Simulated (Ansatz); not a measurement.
**CH4AlFS (SMILES [CH3][Al]([F])[SH]) at 6 levels**

We compute a comparison of 6 runs (HF/3-21G, B3LYP/6-31G*, PBE0/def2-SVP, PBE0/6-31+G*, BLYP/def2-TZVP, wB97X/def2-TZVP) of CH4AlFS. 

The results are computed with Ansatz 0.2.0.

4 further runs of the same task are left out: 1 that didn't finish, 3 set aside as unsound or not needed.

## (1) The molecule

CH4AlFS has 8 atoms, charge 0, and is taken as a singlet. SMILES: `[CH3][Al]([F])[SH]`. The shape is that of a PBE0-D4/def2-TZVP optimisation. This is one conformer, not always the lowest.

Bond lengths: C1–Al2 1.934 Å, Al2–F3 1.650 Å, Al2–S4 2.176 Å, C1–H5 1.092 Å, C1–H6 1.094 Å, C1–H7 1.094 Å, S4–H8 1.344 Å. Angles: C1–Al2–F3 120.1°, C1–Al2–S4 125.7°, F3–Al2–S4 114.2°, Al2–C1–H5 112.6°, Al2–C1–H6 110.4°, Al2–C1–H7 110.5°, Al2–S4–H8 92.4°, H5–C1–H6 108.1°, H5–C1–H7 108.2°, H6–C1–H7 106.9°.

## (2) Energy and forces at HF/3-21G (run 1)

run.yaml

```yaml
crystal:
  periodic: [false, false, false]
  atoms:
    - {symbol: C, position_ang: [-0.164800, 1.144700, -0.030300]}
    - {symbol: Al, position_ang: [0.702600, -0.583900, -0.058200]}
    - {symbol: F, position_ang: [2.341300, -0.684100, -0.222200]}
    - {symbol: S, position_ang: [-0.295900, -2.510100, 0.113800]}
    - {symbol: H, position_ang: [-1.250400, 1.067300, 0.056300]}
    - {symbol: H, position_ang: [0.201100, 1.741800, 0.810100]}
    - {symbol: H, position_ang: [0.065400, 1.703100, -0.942200]}
    - {symbol: H, position_ang: [-1.507100, -1.935800, 0.216800]}
basis:
  gaussian:
    orbitals: 3-21G.json
total_charge: 0
magnetization:
  spin_polarized: false
hamiltonian:
  xc: hf
accuracy: high
output: {forces: true, orbitals: {seedname: orbitals}}
```

The basis set 3-21G is read from a file made from the Basis Set Exchange's data (not shown).

Started as:

```sh
$ ansatz run run.yaml --threads 1 --pin off --max-ram 2610MiB --events-out events.jsonl --progress --plain --runs-dir runs
```

The program printed:

```text
Warning: RAYON_NUM_THREADS=1 ignored (pool sized by the plan → 1); use --threads N
Functional definition: HF
  name "HF"
  exchange = exact_x
  correlation = 0
1167 factors; integrals over basis functions are off by at most 8.8e-9 eV
mean field evaluation 1: about -21090.8777 eV, gradient 3.3e1 eV
mean field evaluation 2: about -21091.0419 eV, gradient 3.3e1 eV
mean field evaluation 4: about -21093.4202 eV, gradient 1.8e0 eV
mean field evaluation 8: about -21093.4469 eV, gradient 1.4e-1 eV
mean field evaluation 16: about -21093.4470 eV, gradient 2.7e-8 eV
mean field -21093.44699932 eV, -775.1698795731 hartree, gradient 2.7e-8 eV, S^2 0.000000; 0 other end points of the search recorded, 0 dependent functions left out
the calculation of the forces begins
reference -21093.44699932 eV, -775.1698795731 hartree; 24, 24 occupied and 28, 28 virtual orbitals, 1167 factors
Total energy: -21093.44699932 eV, -775.1698795731 hartree
Atom 0 at    -0.164800     1.144700    -0.030300 Å, force    -0.333505     0.461605     0.022176 eV/Å
Atom 1 at     0.702600    -0.583900    -0.058200 Å, force     0.996486     0.640209    -0.127065 eV/Å
Atom 2 at     2.341300    -0.684100    -0.222200 Å, force     0.246980     0.048505    -0.026624 eV/Å
Atom 3 at    -0.295900    -2.510100     0.113800 Å, force    -0.484078    -0.823279     0.079214 eV/Å
Atom 4 at    -1.250400     1.067300     0.056300 Å, force     0.206233     0.123601    -0.020948 eV/Å
Atom 5 at     0.201100     1.741800     0.810100 Å, force    -0.090113    -0.090352    -0.170618 eV/Å
Atom 6 at     0.065400     1.703100    -0.942200 Å, force    -0.063020    -0.086251     0.184825 eV/Å
Atom 7 at    -1.507100    -1.935800     0.216800 Å, force    -0.478982    -0.274038     0.059039 eV/Å
Dipole moment:    -0.449644     0.627817     0.023393 e Å
```

Wall time 2 s (1 thread of Intel Xeon Platinum 8259CL at 2.50GHz (Skylake/Cascade Lake), shared host).

## (3) Energy and gradient at B3LYP/6-31G(d) (Cartesian functions) (run 2)

job.yaml

```yaml
crystal:
  periodic: [false, false, false]
  atoms:
    - {symbol: C, position_ang: [-0.164800, 1.144700, -0.030300]}
    - {symbol: Al, position_ang: [0.702600, -0.583900, -0.058200]}
    - {symbol: F, position_ang: [2.341300, -0.684100, -0.222200]}
    - {symbol: S, position_ang: [-0.295900, -2.510100, 0.113800]}
    - {symbol: H, position_ang: [-1.250400, 1.067300, 0.056300]}
    - {symbol: H, position_ang: [0.201100, 1.741800, 0.810100]}
    - {symbol: H, position_ang: [0.065400, 1.703100, -0.942200]}
    - {symbol: H, position_ang: [-1.507100, -1.935800, 0.216800]}
basis:
  gaussian: {orbitals: "6-31G*"}
hamiltonian: {xc: {name: B3LYP}}
accuracy: high
output: {forces: true, orbitals: {seedname: orbitals}}
```

Started as:

```sh
$ ansatz run job.yaml --threads 1 --pin off --max-ram 2610MiB --events-out events.jsonl --progress --plain --runs-dir runs
```

The program printed, shortened:

```text
Warning: RAYON_NUM_THREADS=1 ignored (pool sized by the plan → 1); use --threads N
Functional definition: B3LYP
  name "B3LYP"
[...]
1592 factors; integrals over basis functions are off by at most 7.0e-9 eV
[...]
mean field -21255.03900034 eV, -781.1082760796 hartree, gradient 6.9e-9 eV, S^2 0.000000; 0 other end points of the search recorded, 0 dependent functions left out
[...]
reference -21255.03904144 eV, -781.1082775901 hartree; 24, 24 occupied and 52, 52 virtual orbitals, 1592 factors
Total energy: -21255.03904144 eV, -781.1082775901 hartree
Atom 0 at    -0.164800     1.144700    -0.030300 Å, force    -0.049440     0.066993     0.005365 eV/Å
Atom 1 at     0.702600    -0.583900    -0.058200 Å, force     0.038840     0.033258    -0.005761 eV/Å
Atom 2 at     2.341300    -0.684100    -0.222200 Å, force     0.328528     0.005783    -0.033498 eV/Å
Atom 3 at    -0.295900    -2.510100     0.113800 Å, force     0.006857    -0.279512     0.009393 eV/Å
Atom 4 at    -1.250400     1.067300     0.056300 Å, force    -0.119108     0.037266     0.007491 eV/Å
Atom 5 at     0.201100     1.741800     0.810100 Å, force     0.021150     0.061648     0.083128 eV/Å
Atom 6 at     0.065400     1.703100    -0.942200 Å, force     0.006774     0.057378    -0.089307 eV/Å
Atom 7 at    -1.507100    -1.935800     0.216800 Å, force    -0.233600     0.017187     0.023189 eV/Å
Dipole moment:    -0.401050     0.427893     0.025769 e Å
```

Run time: 11 s. Hardware: 1 thread of Intel Xeon Platinum 8259CL at 2.50GHz (Skylake/Cascade Lake), shared host.

Run 3 isn't shown in full; the table further down has it.

## (4) Energy and forces at PBE0/6-31+G(d) (spherical functions) (run 4)

Changes to job.yaml since step 3:

```diff
@@ -12,4 +12,6 @@
 basis:
-  gaussian: {orbitals: "6-31G*"}
-hamiltonian: {xc: {name: B3LYP}}
+  gaussian:
+    orbitals: 6-31+G_st_-spherical.json
+hamiltonian:
+  xc: pbe0
 accuracy: high
```

The basis set 6-31+G* is read from a file made from the Basis Set Exchange's data (not shown).

Started as:

```sh
$ ansatz run job.yaml --threads 1 --pin off --max-ram 2610MiB --events-out events.jsonl --progress --plain --runs-dir runs
```

The program printed, shortened:

```text
Warning: RAYON_NUM_THREADS=1 ignored (pool sized by the plan → 1); use --threads N
Functional definition: PBE0
  name "PBE0"
[...]
1828 factors; integrals over basis functions are off by at most 3.9e-9 eV
[...]
mean field -21243.26272055 eV, -780.6755057797 hartree, gradient 2.6e-8 eV, S^2 0.000000; 0 other end points of the search recorded, 0 dependent functions left out
[...]
reference -21243.26272561 eV, -780.6755059655 hartree; 24, 24 occupied and 64, 64 virtual orbitals, 1828 factors
Total energy: -21243.26272561 eV, -780.6755059655 hartree
Atom 0 at    -0.164800     1.144700    -0.030300 Å, force    -0.023136     0.014396     0.003982 eV/Å
Atom 1 at     0.702600    -0.583900    -0.058200 Å, force    -0.452469    -0.039469     0.046964 eV/Å
Atom 2 at     2.341300    -0.684100    -0.222200 Å, force     0.671310    -0.036810    -0.067290 eV/Å
Atom 3 at    -0.295900    -2.510100     0.113800 Å, force     0.032244    -0.100384     0.000427 eV/Å
Atom 4 at    -1.250400     1.067300     0.056300 Å, force    -0.127718     0.021400     0.008844 eV/Å
Atom 5 at     0.201100     1.741800     0.810100 Å, force     0.027527     0.072403     0.089446 eV/Å
Atom 6 at     0.065400     1.703100    -0.942200 Å, force     0.013188     0.067684    -0.096710 eV/Å
Atom 7 at    -1.507100    -1.935800     0.216800 Å, force    -0.140945     0.000780     0.014338 eV/Å
Dipole moment:    -0.458349     0.424556     0.031726 e Å
```

Wall time 15 s (1 thread of Intel Xeon Platinum 8259CL at 2.50GHz (Skylake/Cascade Lake), shared host).

Run 5 isn't shown in full; the table further down has it.

## (5) Energy and gradient at wB97X/def2-TZVP (run 6)

in.yaml

```yaml
crystal:
  periodic: [false, false, false]
  atoms:
    - symbol: C
      position_ang: [-0.164800, 1.144700, -0.030300]
    - symbol: Al
      position_ang: [0.702600, -0.583900, -0.058200]
    - symbol: F
      position_ang: [2.341300, -0.684100, -0.222200]
    - symbol: S
      position_ang: [-0.295900, -2.510100, 0.113800]
    - symbol: H
      position_ang: [-1.250400, 1.067300, 0.056300]
    - symbol: H
      position_ang: [0.201100, 1.741800, 0.810100]
    - symbol: H
      position_ang: [0.065400, 1.703100, -0.942200]
    - symbol: H
      position_ang: [-1.507100, -1.935800, 0.216800]
basis:
  gaussian:
    orbitals: def2-TZVP
total_charge: 0
hamiltonian:
  xc: {name: wB97X}
accuracy: high
output:
  forces: true
  orbitals: {seedname: orbitals}
```

Started as:

```sh
$ ansatz run in.yaml --threads 1 --pin off --max-ram 2610MiB --events-out events.jsonl --progress --plain --runs-dir runs
```

The program printed, shortened:

```text
Warning: RAYON_NUM_THREADS=1 ignored (pool sized by the plan → 1); use --threads N
Functional definition: wB97X
  name "wB97X"
[...]
      + exact_x_lr(omega)
[...]
      + integral(e_c_pw_opposite_spin*poly(b97_u_opposite, 1, cos1, cos2, cos3, cos4))
2822 factors; integrals over basis functions are off by at most 1.8e-8 eV
443 factors; integrals over basis functions are off by at most 2.4e-9 eV
[...]
mean field -21256.33461640 eV, -781.1558890917 hartree, gradient 9.5e-8 eV, S^2 0.000000; 0 other end points of the search recorded, 0 dependent functions left out
[...]
reference -21256.33461296 eV, -781.1558889652 hartree; 24, 24 occupied and 136, 136 virtual orbitals, 2822 factors
Total energy: -21256.33461296 eV, -781.1558889652 hartree
Atom 0 at    -0.164800     1.144700    -0.030300 Å, force     0.038853    -0.042414    -0.001047 eV/Å
Atom 1 at     0.702600    -0.583900    -0.058200 Å, force    -0.124253    -0.045182     0.014444 eV/Å
Atom 2 at     2.341300    -0.684100    -0.222200 Å, force     0.081097     0.002200    -0.008374 eV/Å
Atom 3 at    -0.295900    -2.510100     0.113800 Å, force    -0.077766     0.168437     0.001744 eV/Å
Atom 4 at    -1.250400     1.067300     0.056300 Å, force     0.023387     0.016274    -0.002394 eV/Å
Atom 5 at     0.201100     1.741800     0.810100 Å, force    -0.022477    -0.011855    -0.034810 eV/Å
Atom 6 at     0.065400     1.703100    -0.942200 Å, force    -0.016987    -0.010173     0.037683 eV/Å
Atom 7 at    -1.507100    -1.935800     0.216800 Å, force     0.098146    -0.077287    -0.007246 eV/Å
Dipole moment:    -0.408935     0.361819     0.028742 e Å
```

It took 67 s on 1 thread of Intel Xeon Platinum 8259CL at 2.50GHz (Skylake/Cascade Lake), shared host; peak memory 0.96 GiB.

## (6) The series

| run | level | Cartesian functions | energy (Eh) | dipole moment (D) | HOMO energy (eV) | LUMO energy (eV) | wall time |
| --- | --- | --- | --- | --- | --- | --- | --- |
| 1 | HF/3-21G | no | -775.169880 | 3.71 | -10.78 | 2.26 | 2 s |
| 2 | B3LYP/6-31G* (Cartesian functions) | yes | -781.108278 | 2.82 | -7.44 | -0.47 | 11 s |
| 3 | PBE0/def2-SVP | no | -780.398288 | 2.79 | -7.72 | -0.25 | 11 s |
| 4 | PBE0/6-31+G* (spherical functions) | no | -780.675506 | 3.00 | -7.88 | -0.79 | 15 s |
| 5 | BLYP/def2-TZVP | no | -781.163384 | 2.45 | -6.45 | -1.10 | 23 s |
| 6 | wB97X/def2-TZVP | no | -781.155889 | 2.63 | -10.24 | 1.53 | 67 s |

## (7) What came out

| quantity | value |
| --- | --- |
| run 6: total energy | -781.15589 Eh |
| run 6: dipole moment | 2.63 D |
| run 6: HOMO energy | -10.24 eV |
| run 6: LUMO energy | 1.53 eV |
| run 6: HOMO–LUMO gap | 11.76 eV |
| run 6: largest force on an atom | 0.186 eV/Å |

**Reading.** The dipole moment (its size) runs from 2.45 D (BLYP/def2-TZVP) to 3.71 D (HF/3-21G). The two ends differ in method and basis. The HOMO–LUMO gap runs from 5.35 eV (BLYP/def2-TZVP) to 13.04 eV (HF/3-21G). Totals of different functionals can't be ranked against each other. All runs together took 2.2 min, the longest 67 s.
